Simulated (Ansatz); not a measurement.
# C10H10Cl2Mo: how energies converge with the basis set

An exercise on one series of results from a longer session: the logs are not shown, and one member is left open.

Method: one geometry, several basis sets; program: Ansatz 0.2.0, Gaussian basis.

Plan: PBE0-D4/def2-SVP; ωB97M-V/def2-SVP; PBE0-D4/def2-QZVPP; ωB97M-V/def2-QZVPP; the functionals' def2-TZVPP values are taken from earlier runs.

## Structure used throughout

All runs share one geometry, relaxed beforehand with PBE0-D4 in a triple-zeta def2 set. Mo takes the def2 core potential; no spin-orbit term is included.

SMILES `[Cl][Mo]12345678([Cl])([C@H]9[C@@H]1[C@@H]2[C@@H]3[C@H]94)[C@H]1[C@@H]5[C@@H]6[C@@H]7[C@H]18`, 23 atoms, charge 0, spin multiplicity 1.

Atoms are counted from 1 here; the program's logs count them from 0.

Bond lengths: Cl1–Mo2 2.444 Å, Mo2–Cl3 2.443 Å, Mo2–C4 2.362 Å, Mo2–C5 2.272 Å, Mo2–C6 2.235 Å, Mo2–C7 2.272 Å, Mo2–C8 2.362 Å, Mo2–C9 2.235 Å, Mo2–C10 2.271 Å, Mo2–C11 2.361 Å, Mo2–C12 2.363 Å, Mo2–C13 2.273 Å, C4–C5 1.417 Å, C4–C8 1.401 Å, C4–H14 1.077 Å, C5–C6 1.428 Å, C5–H15 1.078 Å, C6–C7 1.428 Å and more. Angles: Cl1–Mo2–Cl3 82.4°, Cl1–Mo2–C4 75.1°, Cl1–Mo2–C5 90.0°, Cl1–Mo2–C6 126.9°, Cl1–Mo2–C7 132.2°, Cl1–Mo2–C8 97.6°, Cl1–Mo2–C9 126.7°, Cl1–Mo2–C10 89.8°, Cl1–Mo2–C11 75.1°, Cl1–Mo2–C12 97.8°, Cl1–Mo2–C13 132.4°, Cl3–Mo2–C4 97.7°, Cl3–Mo2–C5 132.3°, Cl3–Mo2–C6 126.8°, Cl3–Mo2–C7 89.9°, Cl3–Mo2–C8 75.1°, Cl3–Mo2–C9 126.9°, Cl3–Mo2–C10 132.2° and more.

Set-up of the first run:

in.yaml reads:

```yaml
crystal:
  periodic: [false, false, false]
  atoms:
    - {symbol: Cl, position_ang: [0.707743, -0.070729, -2.690834]}
    - {symbol: Mo, position_ang: [0.178171, -0.240444, -0.311376]}
    - {symbol: Cl, position_ang: [1.165869, -2.458937, -0.581839]}
    - {symbol: C, position_ang: [-1.863458, -0.664552, -1.421280]}
    - {symbol: C, position_ang: [-1.907089, 0.565659, -0.718824]}
    - {symbol: C, position_ang: [-1.771967, 0.245628, 0.666101]}
    - {symbol: C, position_ang: [-1.575525, -1.162057, 0.800433]}
    - {symbol: C, position_ang: [-1.663296, -1.706114, -0.505583]}
    - {symbol: C, position_ang: [0.658804, 1.259661, 1.274190]}
    - {symbol: C, position_ang: [1.099363, 1.806957, 0.031468]}
    - {symbol: C, position_ang: [2.183785, 1.001906, -0.399752]}
    - {symbol: C, position_ang: [2.378822, -0.033631, 0.523849]}
    - {symbol: C, position_ang: [1.422498, 0.088094, 1.562487]}
    - {symbol: H, position_ang: [-1.878799, -0.773166, -2.492445]}
    - {symbol: H, position_ang: [-2.085336, 1.537464, -1.149644]}
    - {symbol: H, position_ang: [-1.887976, 0.938470, 1.480167]}
    - {symbol: H, position_ang: [-1.460065, -1.720735, 1.714908]}
    - {symbol: H, position_ang: [-1.501200, -2.738688, -0.764327]}
    - {symbol: H, position_ang: [-0.067882, 1.706842, 1.928444]}
    - {symbol: H, position_ang: [0.738406, 2.699524, -0.453003]}
    - {symbol: H, position_ang: [2.707295, 1.107766, -1.334648]}
    - {symbol: H, position_ang: [3.075103, -0.846716, 0.408030]}
    - {symbol: H, position_ang: [1.346726, -0.542222, 2.433499]}
basis:
  gaussian: {orbitals: def2-SVP}
hamiltonian: {xc: pbe0, dispersion: d4}
output: {orbitals: {seedname: orbitals}}
```

Started as:

```sh
$ ansatz run in.yaml --threads 11 --pin off --events-out ev --progress --plain --max-ram 174080MiB --backend cpu
```

Steps of the session up to this table: PBE0-D4 in def2-SVP; ωB97M-V in def2-SVP; PBE0-D4 in def2-QZVPP; ωB97M-V in def2-QZVPP.

One of the session's tables, all rows but one given; the rest of the session is left out.

It belongs to the step «Density functionals: the series». 

```
functional       basis  HOMO (eV)
   PBE0-D4    def2-SVP      -5.43
   PBE0-D4  def2-TZVPP      -5.51
   PBE0-D4  def2-QZVPP      -5.53
   ωB97M-V    def2-SVP      -7.69
   ωB97M-V  def2-TZVPP      -7.81
   ωB97M-V  def2-QZVPP          ?
```

Estimate the missing values for ωB97M-V, def2-QZVPP.

The run gave: HOMO (eV): -7.83. In the column «HOMO (eV)» it is the lowest.
